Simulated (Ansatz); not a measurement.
# Ga3Ni2: properties at the relaxed cell

One table from this session's results is given with a row withheld; the runs are named, their logs left out.

Program: Ansatz 0.2.0. Level of theory: DFT PBEsol, scalar-relativistic, plane waves, PAW. These are calculated values, not measurements.

2 further runs of the same task are left out: 2 set aside as unsound or not needed.

### Starting point

Symmetry: P-3m1, No. 164, trigonal system. The conventional cell has a = 4.010 Å, b = 4.010 Å, c = 4.848 Å, α = 90.00°, β = 90.00°, γ = 120.00°. Ga (site symmetry -3m) is surrounded by 6 Ni at 2.41 Å. Ga (site symmetry 3m) is surrounded by 5 Ni at 2.42 to 2.55 Å and 3 Ga at 2.68 Å. Around Ni (site symmetry 3m) lie 8 Ga at 2.41 to 2.55 Å and 3 Ni at 2.69 Å.

Structure file:

```
Ga Ni
1.0
     4.00962    0.00000    0.00000
    -2.00481    3.47243    0.00000
     0.00000    0.00000    4.84768
Ga Ni
3 2
Direct
  0.00000 0.00000 0.00000
  0.33333 0.66667 0.64011
  0.66667 0.33333 0.35989
  0.33333 0.66667 0.14147
  0.66667 0.33333 0.85853
```

This cell was relaxed beforehand with the same method: volume 13.50 Å³/atom, gap on the mesh none (metal).

The first run:

input.yaml reads:

```yaml
crystal:
  lattice:
    - [4.009620967, 0.0, 0.0]
    - [-2.0048104835, 3.472433617, 0.0]
    - [0.0, 0.0, 4.8476828952]
  atoms:
    - { symbol: Ga, position: [0.0, 0.0, 0.0] }
    - { symbol: Ga, position: [0.3333333333, 0.6666666667, 0.640112261] }
    - { symbol: Ga, position: [0.6666666667, 0.3333333333, 0.359887739] }
    - { symbol: Ni, position: [0.3333333333, 0.6666666667, 0.1414738727] }
    - { symbol: Ni, position: [0.6666666667, 0.3333333333, 0.8585261273] }
basis:
  ecutwfc: 420
kpoints:
  mp_grid: { grid: [12, 12, 8] }
  band_path:
    path:
      - [[0.0, 0.0, 0.0], [0.5, 0.0, 0.0], [0.33333333, 0.33333333, 0.0], [0.0, 0.0, 0.0], [0.0, 0.0, 0.5], [0.5, 0.0, 0.5], [0.33333333, 0.33333333, 0.5], [0.0, 0.0, 0.5]]
      - [[0.5, 0.0, 0.5], [0.5, 0.0, 0.0]]
      - [[0.33333333, 0.33333333, 0.5], [0.33333333, 0.33333333, 0.0]]
    npoints: 14
hamiltonian:
  xc: pbesol
scf:
  occupations: { method: gaussian, width: 0.1 }
  n_extra_bands: 12
output:
  forces: true
  stress: true
  eigenvalues: true
  populations: true
  dos: { projected: true, de: 0.02, nscf_kmesh: { grid: [18, 18, 12] } }
  bader: true
```

The run is started by

```sh
ansatz run input.yaml --threads 1 --pin off --max-ram 2560MiB --backend cpu --events-out ev --progress --plain --runs-dir out
```

Among the steps run: Bands, states and charges; The cell scaled to 0.97 of its volume; Volume × 1.03; Point at V/V0 = 0.94; Point at V/V0 = 1.06.

One table of the session follows, with a row left open; its other results are not shown here.

It belongs to the step «Fit of the equation of state». 

```
volume (Å³/atom)  energy above the lowest point (meV/atom)  pressure (GPa)
          12.689                                      24.4           10.26
          13.094                                       5.7            4.68
          13.499                                       0.0            0.00
          13.904                                         ?               ?
          14.309                                      19.3           -7.19
```

Estimate the missing values for volume (Å³/atom) = 13.904.

Worked estimate for «energy above the lowest point (meV/atom)». A straight line through the neighbours (13.499, 0.0) and (14.309, 19.3) gives 0.0 + (19.3 − 0.0) × (13.904 − 13.499) / (14.309 − 13.499) = 9.7; a parabola fitted to 3 rows on both sides gives 4.5.

The run gave: energy above the lowest point (meV/atom): 5.1; pressure (GPa): -3.92. In «energy above the lowest point (meV/atom)» the line misses by +4.6 and the parabola by -0.6.

Caveats from the session: Spin polarisation is off in the runs that give these values; a magnetic solution could lie lower.
